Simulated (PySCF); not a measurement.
# Mo(OH)₂: triplet, from a PBE0 minimum start

The task is one start of a wider search on Mo(OH)₂: the triplet, from a PBE0 minimum start. It is relaxed, tested by its Hessian and followed downhill if it is a saddle.

Method: PBE0, basis Mo def2-SVP with ECP28, O def2-SVP, H def2-SVP, scalar-relativistic core potentials, no spin–orbit coupling, density fitting; program: PySCF 2.14.0.

## (1) Where the work starts

5 atoms, charge 0, spin multiplicity 3.

Bond lengths: Mo1–O2 1.816 Å, Mo1–O3 1.816 Å, O2–H4 0.961 Å, O3–H5 0.961 Å. Angles: O2–Mo1–O3 162.7°, Mo1–O2–H4 162.0°, Mo1–O3–H5 162.0°.

Coordinates in bohr (charge 0 multiplicity 3):
```
Mo   -0.1459    0.0000    0.0000
O     0.3717   -3.3921    0.0000
O     0.3717    3.3921    0.0000
H     1.1875   -5.0141    0.0000
H     1.1875    5.0141    0.0000
```

## (2) Finding the electronic state

The steps below are one call of a driver around PySCF. For each, scf.py gives the equivalent set-up of the SCF; relaxations use the driver's own optimiser. After this first run the driver tries any further starts and a stability analysis.

scf.py

```python
from pyscf import gto, scf, dft
mol = gto.M(atom='''
Mo    -0.077200    -0.000000     0.000000
O      0.196670    -1.795040    -0.000000
O      0.196670     1.795040    -0.000000
H      0.628400    -2.653360    -0.000000
H      0.628400     2.653360     0.000000''',
    basis={'Mo': 'def2-SVP', 'O': 'def2-SVP', 'H': 'def2-SVP'},
    ecp={'Mo': 'def2-SVP'},
    charge=0, spin=2)
mf = dft.UKS(mol, xc='PBE0')
mf.grids.atom_grid = (50, 194)
aux = {'Mo': 'def2-universal-JKFIT', 'O': 'def2-universal-JKFIT', 'H': 'def2-universal-JKFIT'}
mf = mf.density_fit(auxbasis=aux)
mf.conv_tol = 1e-08
mf.diis_space = 10
mf.max_cycle = 60
mf.init_guess = 'minao'
mf.verbose = 4
mf.kernel()
```

Launch:

```
$ OMP_NUM_THREADS=2 python axn.py task.json out
```

After this run come: PBE0 minimum start, triplet: relaxation; Hessian and properties.

**Question.** What will these runs give? Wanted: minimum; geometry; wavenumbers; dipole moment; highest occupied, lowest empty level; polar-tensor charge of Mo1; zero-point energy; atomisation energy; ⟨S²⟩.

**Answer**, as computed:

| quantity | value |
| --- | --- |
| minimum | triplet, C2v |
| geometry | Mo–O 1.816 Å (×2), O–H 0.961 Å (×2); H–O–Mo 161.9° (×2), O–Mo–O 162.8° |
| wavenumbers (cm⁻¹) | 77 (a1), 505 (a2), 530 (b2), 565 (b1), 581 (a1), 775 (a1), 802 (b2), 3940 (b2), 3946 (a1) |
| dipole moment | 1.40 D |
| highest occupied, lowest empty level (either spin) | -4.46, -1.76 eV |
| polar-tensor charge of Mo1 | +0.67 e |
| zero-point energy | 70.1 kJ/mol |
| entropy at 298.15 K | 293.1 J/(mol K) |
| atomisation energy (no zero-point energy) | 1587 kJ/mol |
| ⟨S²⟩ | 2.019 |

**Reading.** The molecule stays C2v, as typed, and the end point is a minimum. In the infrared the band at 3940 cm⁻¹ (b2) leads. Most of the spin sits on Mo1 (Mulliken spin 2.13, against 2 for the whole molecule). The first SCF alone would have been 20 kJ/mol too high. Other starts or spin states, not run here, may lie lower. One determinant may miss the lowest occupation of an open d or f shell.
